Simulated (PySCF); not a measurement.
# C3H4Cl2Si: the cost of one run

Programs: PySCF 2.14.0, with density-fitted response routines of our own. Each step states its level of theory. These are calculated values for one molecule in the gas phase, unless marked as measured. Atoms are numbered from 0 throughout.

## 1. The starting structure

10 atoms, charge 0, multiplicity 1; geometry from: GFN2-xTB. The atoms were then displaced at random by about 0.01 Å, so the start is not that level's minimum.

Bonds of the start (Å): C0–C1 1.31, C1–C2 1.31, C2–Si3 1.84, Si3–Cl4 2.05, Si3–Cl5 2.01, C0–H6 1.09, C0–H7 1.07, C2–H8 1.09, Si3–H9 1.49.

## 2. Optimising the geometry at PBE0-D3(BJ)/def2-SVP

What the job is given:

```
{"job": {"xc": "PBE0", "basis": "def2-SVP", "d3": "d3bj", "grid": 1, "shake": 0.01, "kind": "geom"}, "charge": 0, "multiplicity": 1}
C      2.231020     0.227980     0.220300
C      1.016070    -0.237780     0.348250
C     -0.212890    -0.688450     0.446570
Si    -1.668710     0.168490    -0.282700
Cl    -2.747870    -1.197160    -1.369600
Cl    -1.110320     1.684070    -1.475580
H      2.636420     0.935160     0.937560
H      2.857720    -0.007690    -0.620060
H     -0.361940    -1.603630     1.015050
H     -2.589080     0.698090     0.759160
```

Command:

```console
$ OMP_NUM_THREADS=1 python probes_run.py task.json out
```

One launch serves the whole session: the jobs run in the order shown.

Q: Estimate the wall time and peak memory of this first job on 1 thread of Arm Neoverse V1, shared host.

About 35 s, with a peak of 0.47 GiB.
